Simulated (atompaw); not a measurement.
# A PAW (atompaw) potential for germanium, from input to tests

Do these settings give a usable potential? It is generated, then checked for scattering, ghosts and hardness.

Method: atompaw 4.2.0.5, PBE, scalar-relativistic.

## Step 1: Settings

Typed settings, in words:

```
element                 : germanium (Ge, Z = 32)
type                    : PAW
frozen core             : [Ar]
valence charge          : 14
reference configuration : 3d10 4s2 4p1 (charge +1)
partial waves           : 4s (bound): rc 2.15 bohr; 4s channel at 2.95 Ry: rc 1.50 bohr; 4p (bound): rc 2.15 bohr; 4p channel at 4.2 Ry: rc 2.15 bohr; 3d (bound): rc 1.35 bohr; 3d channel at -2.15 Ry: rc 1.35 bohr
local potential         : troulliermartins scheme with l = 3 at 0 Ry, radius 2.00 bohr
core correction         : smooth core density matched at 1.95 bohr
augmentation charge     : sinc compensation charge, radius 1.60 bohr; PAW radius 2.15 bohr; waves and projectors: custom rrkj gramschmidtortho
```

The nodes and maxima of the atom's own shells, from an earlier all-electron run, set the scale for the radii.

All-electron outer shells of the reference configuration (PBE, scalar-relativistic, ld1.x):

```tsv
shell	level (eV)	outermost node (bohr)	outermost maximum (bohr)
3s	-177.52	0.26	0.54
3p	-124.65	0.23	0.54
3d	-38.32	–	0.50
4s	-19.86	0.77	1.71
4p	-11.24	0.82	2.08
```

## Step 2: Generation

Ge.input reads:

```
Ge 32
GGA-PBE scalarrelativistic loggrid 1500 logderivrange -5 5 251
4 4 3 0 0 0
4 1 1
0 0 0
c
c
c
v
c
c
v
v
2
2.15 1.60 2.00 1.95
y
2.95
n
y
4.2
n
y
-2.15
n
custom rrkj gramschmidtortho sinc
3 0 troulliermartins
2.15
1.50
2.15
2.15
1.35
1.35
PWSCFOUT
UPFDX 0.0125d0 UPFXMIN -7.d0 UPFZMESH 32.d0
END
```

Started as:

```bash
$ atompaw < Ge.input > Ge.log
```

What does the calculation give? Wanted: cutoffs for 10 and 1 mRy, occupied levels; bound ghosts; largest phase difference near zero energy, channels read; lowest eigenvalue of the overlap; share of valence orbitals outside the PAW sphere; UPF file.

As calculated:

| quantity | value |
| --- | --- |
| cutoffs for 10 and 1 mRy, occupied levels | 70 Ry and 120 Ry |
| bound ghosts | none found |
| largest phase difference near zero energy, channels read | 0.017 rad |
| lowest eigenvalue of the overlap (Bessel basis) | 0.568 (s) |
| share of valence orbitals outside the PAW sphere | 4s 38 %, 4p 61 %, 3d 1 % |
| UPF file | written |

It counts as of middling hardness, with 70 Ry needed at the looser tolerance. The slowest occupied level is 3d: taken alone it needs 70 Ry to come within 1 mRy, against 12 Ry for 4p. The Bessel-basis test finds no level below the valence levels. Near zero energy the phases of the channels with partial waves agree within 0.017 rad. These are tests on the free atom; a crystal test is still owed.
